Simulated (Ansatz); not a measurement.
**F2H2NY: one species, many methods**

An exercise on one series of results from a longer session: the logs are not shown, and one member is left open.

Computed with Ansatz 0.2.0, Gaussian basis. Level: functionals in def2-TZVPP, the program's frozen cores in correlated methods.

Levels to be run: LDA (SPW92), PBE-D4, revPBE-D4, BLYP-D4, r2SCAN-D4, B97M-V, PBE0-D4, B3LYP-D4, r2SCANh-D4, r2SCAN0-D4, HSE06-D4, BHLYP-D4, CAM-B3LYP-D4, LC-ωPBE, ωB97X-V, ωB97M-V, B2PLYP, PBE-QIDH; CCSD(T)/def2-SVP; CCSD(T)/def2-TZVPP; MP2/def2-QZVPP; extrapolation to the limit; RPA on PBE.

## The relaxed structure

All runs share one geometry, relaxed beforehand with PBE0-D4 in a triple-zeta def2 set. Y takes the def2 core potential; no spin-orbit term is included.

6 atoms, charge 0, spin multiplicity 1.

Atoms are counted from 1 here; the program's logs count them from 0.

Bond lengths: N1–Y2 2.133 Å, N1–H5 1.013 Å, N1–H6 1.013 Å, Y2–F3 2.006 Å, Y2–F4 2.006 Å. Angles: Y2–N1–H5 126.9°, Y2–N1–H6 126.9°, H5–N1–H6 106.2°, N1–Y2–F3 118.0°, N1–Y2–F4 118.0°, F3–Y2–F4 124.0°.

Set-up of the first run:

Contents of in.yaml:

```yaml
crystal:
  periodic: [false, false, false]
  atoms:
    - {symbol: N, position_ang: [-0.194152, 1.140285, -0.153933]}
    - {symbol: Y, position_ang: [0.169347, -0.944376, 0.112041]}
    - {symbol: F, position_ang: [-1.103074, -2.239206, -0.742246]}
    - {symbol: F, position_ang: [1.765245, -1.491034, 1.198190]}
    - {symbol: H, position_ang: [0.358365, 1.906140, 0.213804]}
    - {symbol: H, position_ang: [-0.953632, 1.564191, -0.674055]}
basis:
  gaussian: {orbitals: def2-TZVPP}
hamiltonian: {xc: lda}
output: {orbitals: {seedname: orbitals}}
```

On the command line:

```console
ansatz run in.yaml --threads 4 --pin off --events-out ev --progress --plain --max-ram 10444MiB
```

Among the steps run: LDA; PBE-D4 (GGA); revPBE-D4 (GGA); BLYP-D4 (GGA); r2SCAN-D4 (meta-GGA); B97M-V (meta-GGA); B3LYP-D4 (hybrid); r2SCANh-D4 (hybrid); r2SCAN0-D4 (hybrid); HSE06-D4 (hybrid); BHLYP-D4 (hybrid); CAM-B3LYP-D4 (range-separated); LC-ωPBE (range-separated); ωB97X-V (range-separated); ωB97M-V (range-separated); B2PLYP (double hybrid); PBE-QIDH (double hybrid).

One table of the session follows, with a row left open; its other results are not shown here.

It belongs to the step «Orbital energies across the functionals». 

| functional | HOMO (eV) | LUMO (eV) | gap (eV) |
| --- | --- | --- | --- |
| LDA (SPW92) | -6.09 | -2.83 | 3.26 |
| PBE-D4 | ? | ? | ? |
| revPBE-D4 | -5.79 | -2.52 | 3.27 |
| BLYP-D4 | -5.76 | -2.68 | 3.07 |
| r2SCAN-D4 | -6.11 | -2.12 | 3.99 |
| B97M-V | -6.10 | -2.42 | 3.68 |
| PBE0-D4 | -7.20 | -1.88 | 5.32 |
| B3LYP-D4 | -6.98 | -2.25 | 4.72 |
| r2SCANh-D4 | -6.62 | -1.89 | 4.72 |
| r2SCAN0-D4 | -7.38 | -1.56 | 5.82 |
| HSE06-D4 | -6.79 | -2.24 | 4.55 |
| BHLYP-D4 | -8.45 | -1.39 | 7.06 |
| CAM-B3LYP-D4 | -8.63 | -1.21 | 7.42 |
| LC-ωPBE | -10.00 | 0.06 | 10.06 |
| ωB97X-V | -9.62 | -0.13 | 9.50 |
| ωB97M-V | -9.54 | -0.61 | 8.93 |

**Question.** Estimate the row for PBE-D4.

The run gave: HOMO (eV): -5.87; LUMO (eV): -2.63; gap (eV): 3.23. In the column «HOMO (eV)» it lies between LDA (SPW92) (-6.09) and revPBE-D4 (-5.79).
